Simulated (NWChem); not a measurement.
**M06-D3(0)/pcseg-2 run of CH3Cu (SMILES [CH3][Cu])**

Aim: the energy difference between two shapes of CH3Cu at M06-D3(0)/pcseg-2, from 2 runs. 

The calculation is run with NWChem 7.3.0.

3 further runs of the same task are left out: 2 that didn't finish, 1 set aside as unsound or not needed.

### 1 Starting point

CH3Cu has 5 atoms, charge 0, and is taken as a singlet. SMILES: `[CH3][Cu]`. The shape is that of a PBE0-D4/def2-TZVP optimisation.

Bond lengths: C1–Cu2 1.901 Å, C1–H3 1.091 Å, C1–H4 1.091 Å, C1–H5 1.091 Å. Angles: Cu2–C1–H3 108.7°, Cu2–C1–H4 108.7°, Cu2–C1–H5 108.7°, H3–C1–H4 110.2°, H3–C1–H5 110.2°, H4–C1–H5 110.2°.

### 2 The energy at M06-D3(0)/pcseg-2

ch3cu.nw reads:

```
start ch3cu
title "CH3Cu"
memory total 2200 mb
geometry units angstrom noautosym nocenter noautoz
 C       -0.150500      -0.011200      -0.063800
 Cu       1.645400      -0.050900       0.557400
 H       -0.698700      -0.835400       0.396000
 H       -0.148200      -0.119400      -1.149800
 H       -0.598100       0.943200       0.218900
end
basis spherical bse
 * library pcseg-2
end
dft
 xc m06
 disp vdw 3
 grid fine
 convergence energy 1e-07
 maxiter 150
end
task dft energy
```

On the command line:

```sh
nwchem ch3cu.nw > ch3cu.out
```

The program printed:

```text
[...]
          Wavefunction type:  closed shell.
          No. of atoms     :     5
          No. of electrons :    38
[...]
          Charge           :     0
          Spin multiplicity:     1
[...]
          AO basis - number of functions:   128
[...]
              XC Information
              --------------
                          M06 Method XC Functional
                     Hartree-Fock (Exact) Exchange  0.270
                           M06 Exchange Functional  1.000
                         M06 Correlation Potential  1.000
[...]
 d= 0,ls=0.0,diis     1  -1680.2086466204 -1.76D+03  6.56D-01  2.67D+00     4.5
[...]
 d= 0,ls=0.0,diis    13  -1680.3816524002 -5.41D-08  9.93D-07  9.74D-09    42.6
         Total DFT energy =    -1680.381652400200
      One electron energy =    -2494.044011316356
           Coulomb energy =      810.682722792180
    Exchange-Corr. energy =      -73.663121092955
 Nuclear repulsion energy =       76.642783986955
    Dispersion correction =       -0.000026770024
[...]
```

Run time: 43 s. Hardware: 1 thread of AMD EPYC 9R45 (Zen 5), shared host; peak memory 0.14 GiB.

### 3 The distorted shape at the same level

geom.xyz reads:

```xyz
5

C     -0.046473     0.028072    -0.176289
Cu     1.672723    -0.009650     0.533587
H     -0.670805    -0.884787     0.333639
H     -0.191178    -0.000554    -1.017986
H     -0.661944     1.021616     0.298567
```

geom.nw reads:

```
start geom
memory 2200 mb
charge 0
geometry units angstroms noautosym nocenter noautoz
   load format xyz geom.xyz
end
basis "ao basis" spherical bse
   * library pcseg-2
end
dft
   xc m06
   disp vdw 3
   grid fine
   convergence energy 1e-07
   iterations 150
   noprint "final vectors analysis"
end
task dft energy
```

On the command line:

```sh
nwchem geom.nw > geom.out
```

The program printed:

```text
[...]
          Wavefunction type:  closed shell.
          No. of atoms     :     5
          No. of electrons :    38
[...]
          Charge           :     0
          Spin multiplicity:     1
[...]
          AO basis - number of functions:   128
[...]
              XC Information
              --------------
                          M06 Method XC Functional
                     Hartree-Fock (Exact) Exchange  0.270
                           M06 Exchange Functional  1.000
                         M06 Correlation Potential  1.000
[...]
 d= 0,ls=0.0,diis     1  -1680.1338474995 -1.76D+03  7.34D-01  2.61D+00     4.5
[...]
 d= 0,ls=0.5,diis    35  -1680.3041003519 -8.52D-08  4.83D-06  6.76D-08   112.7
         Total DFT energy =    -1680.304100392015
      One electron energy =    -2495.775409965150
           Coulomb energy =      811.491037594321
    Exchange-Corr. energy =      -73.680404117565
 Nuclear repulsion energy =       77.660705312934
    Dispersion correction =       -0.000029216555
[...]
```

Wall time 1.9 min (1 thread of AMD EPYC 9R45 (Zen 5), shared host); peak memory 0.14 GiB.

### 4 Outcome

At M06-D3(0)/pcseg-2:

| quantity | value |
| --- | --- |
| first shape: total energy | -1680.38165 Eh |
| first shape: dipole moment | 1.85 D |
| first shape: HOMO energy | -6.52 eV |
| first shape: LUMO energy | -1.53 eV |
| first shape: HOMO–LUMO gap | 4.98 eV |
| first shape: dispersion energy | -0.07 kJ/mol |
| distorted shape: total energy | -1680.30410 Eh |
| distorted shape: dipole moment | 2.07 D |
| distorted shape: dispersion energy | -0.08 kJ/mol |
| energy change with the atoms displaced | 2.110 eV |

In words: With the atoms displaced the energy rises by 2.11 eV (49 kcal/mol). The first shape isn't relaxed at this level, so the change isn't measured from a minimum.
